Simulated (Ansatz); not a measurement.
# GeNH₅ (built from SMILES [NH2][GeH3]): single points off equilibrium

One table from this session's results is given with a row withheld; the runs are named, their logs left out.

Method: single points in def2-TZVPP; program: Ansatz 0.2.0, Gaussian basis.

Correlated methods freeze the cores. Filled d shells of the heavier atoms are correlated.

### The starting structure

7 atoms, charge 0, spin multiplicity 1.

Atoms are counted from 1 here; the program's logs count them from 0.

Bond lengths: Ge1–N3 1.789 Å, Ge1–H5 1.557 Å, Ge1–H6 1.534 Å, N3–H7 0.931 Å. Angles: N3–Ge1–H5 125.9°, N3–Ge1–H6 124.4°, H5–Ge1–H6 108.9°, Ge1–N3–H7 127.7°.

As a file:

```xyz
7
charge 0, multiplicity 1
Ge   -0.6900   -0.1984    0.1757
H     0.8632    0.7826    1.0568
N     0.6762   -0.0963   -0.9746
H     1.2961    0.5317    0.1583
H    -2.0039    0.6334    0.1068
H    -0.8552   -1.3016    1.2285
H     0.7373   -0.4774   -1.8223
```

Set-up of the first run:

run/in.yaml reads:

```yaml
crystal:
  periodic: [false, false, false]
  atoms:
    - {symbol: Ge, position_ang: [-0.690000, -0.198400, 0.175700]}
    - {symbol: H, position_ang: [0.863200, 0.782600, 1.056800]}
    - {symbol: N, position_ang: [0.676200, -0.096300, -0.974600]}
    - {symbol: H, position_ang: [1.296100, 0.531700, 0.158300]}
    - {symbol: H, position_ang: [-2.003900, 0.633400, 0.106800]}
    - {symbol: H, position_ang: [-0.855200, -1.301600, 1.228500]}
    - {symbol: H, position_ang: [0.737300, -0.477400, -1.822300]}
basis:
  gaussian: {orbitals: def2-TZVPP}
correlation: {method: ccsd_t}
output: {forces: true}
```

The command line of these runs was not kept.

Steps of the session up to this table: CCSD(T)/def2-TZVPP; PBE0-D4/def2-TZVPP; wB97M-V/def2-TZVPP; r2SCAN-D4/def2-TZVPP; PBE-D4/def2-TZVPP; r2SCANh-D4/def2-TZVPP; HSE06-D4/def2-TZVPP.

One table of the session follows, with a row left open; its other results are not shown here.

| method | RMS force component (eV/Å) | angle to CCSD(T) forces (°) | dipole (D) |
| --- | --- | --- | --- |
| CCSD(T) | 1.705 | reference | 2.36 |
| PBE0-D4 | 1.721 | 2.7 | 2.34 |
| wB97M-V | 1.687 | 2.1 | 2.46 |
| r2SCAN-D4 | ? | ? | ? |
| PBE-D4 | 1.742 | 5.5 | 2.11 |
| r2SCANh-D4 | 1.706 | 2.2 | 2.30 |
| HSE06-D4 | 1.724 | 2.7 | 2.33 |

Estimate the missing values for r2SCAN-D4.

**Answer.** RMS force component (eV/Å): 1.711; angle to CCSD(T) forces (°): 1.7; dipole (D): 2.23. In the column «RMS force component (eV/Å)» it lies between r2SCANh-D4 (1.706) and PBE0-D4 (1.721).
